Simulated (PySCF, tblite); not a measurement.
# C₆H₁₀ClFSi: geometry, infrared bands and NMR shifts

Aim: predict the infrared bands and NMR shifts of C₆H₁₀ClFSi (`CC[C@@H]1C=C(Cl)C[Si@H]1F`).

Programs: tblite 0.8.0 and PySCF 2.14.0, with density-fitted response routines of our own. Each step states its level of theory. These are calculated values for one molecule in the gas phase, unless marked as measured. Atoms count from 0, in the outputs and in this text.

**1. Starting geometry**

19 atoms, charge 0, multiplicity 1; geometry from: force field or distance geometry start.

Bonds of the start (Å): C0–C1 1.53, C1–C2 1.53, C2–C3 1.54, C3–C4 1.34, C4–Cl5 1.73, C4–C6 1.50, C6–Si7 1.91, Si7–F8 1.60, Si7–C2 1.98, C0–H9 1.09, C0–H10 1.10, C0–H11 1.09, C1–H12 1.08, C1–H13 1.10, C2–H14 1.08, C3–H15 1.07, C6–H16 1.09, C6–H17 1.10, Si7–H18 1.48.

**2. Optimising the geometry with GFN2-xTB**

The job: settings as JSON, then the geometry in Å.

```
{"job": {"kind": "relax", "xc": "GFN2-xTB", "basis": "xTB"}, "charge": 0, "multiplicity": 1}
C      2.672200    -0.407600    -0.078100
C      1.472100     0.392500     0.445600
C      0.173500    -0.414600     0.427400
C     -0.355100    -0.668500    -0.991200
C     -1.575600    -0.222100    -1.306200
Cl    -2.256700    -0.472300    -2.872700
C     -2.408500     0.533900    -0.312600
Si    -1.330400     0.563700     1.262300
F     -1.974700    -0.380600     2.388800
H      3.579500     0.177200     0.036500
H      2.542200    -0.644000    -1.140200
H      2.785400    -1.344400     0.477100
H      1.375800     1.317700    -0.112700
H      1.705000     0.685100     1.485000
H      0.268700    -1.350700     0.964900
H      0.250600    -1.237100    -1.672900
H     -2.610000     1.554000    -0.647000
H     -3.355800     0.009600    -0.114300
H     -0.968000     1.917400     1.753100
```

On the command line:

```sh
OMP_NUM_THREADS=1 python probes_run.py task.json out
```

This one command runs all jobs of the session in turn.

**Question.** This job is followed by: GFN2-xTB harmonic vibrations, gas phase; GIAO PBE0/pcSseg-1 NMR shielding, non-relativistic, gas phase. Predict these results of the whole session: strongest single infrared mode (GFN2-xTB); zero-point energy (GFN2-xTB); 13C shifts against TMS (PBE0/pcSseg-1); 1H shifts against TMS (PBE0/pcSseg-1, means over atoms taken as alike); 35Cl shifts against HCl (PBE0/pcSseg-1); 29Si shifts against TMS (PBE0/pcSseg-1); 19F shifts against CFCl3 (PBE0/pcSseg-1).

**Answer**, as computed:

| quantity | value |
| --- | --- |
| strongest single infrared mode (GFN2-xTB) | 2365 cm⁻¹, 277 km/mol |
| zero-point energy (GFN2-xTB) | 90.6 kcal/mol |
| 13C shifts against TMS (PBE0/pcSseg-1) | 145.7, 138.0, 40.5, 28.4, 28.2, 16.9 ppm |
| 1H shifts against TMS (PBE0/pcSseg-1, means over atoms taken as alike) | 6.27, 5.37, 1.98, 1.93, 1.82, 1.69, 1.16, 1.04 ppm |
| 35Cl shifts against HCl (PBE0/pcSseg-1) | 250 ppm |
| 29Si shifts against TMS (PBE0/pcSseg-1) | 38.3 ppm |
| 19F shifts against CFCl3 (PBE0/pcSseg-1) | -199.1 ppm |

In words: Relaxing lowered the energy by 0.172 eV in 41 steps; the close pair that moved most is C2–Si7, from 1.979 to 1.911 Å. All 51 modes are real, so the xTB geometry is a minimum. The strongest single mode, at 2365 cm⁻¹, moves mainly H18. GFN2-xTB is a fitted tight-binding method: band positions and strengths are rough. Its intensities can rank the bands wrongly. H15 (hydrogen on an alkene CH) lies farthest downfield among hydrogen, at 6.27 ppm; attached to an sp2 carbon and in the plane of the double bond. At PBE0/pcSseg-1: The largest span, 500 ppm, is at Cl5, where the paramagnetic term is -446 ppm.
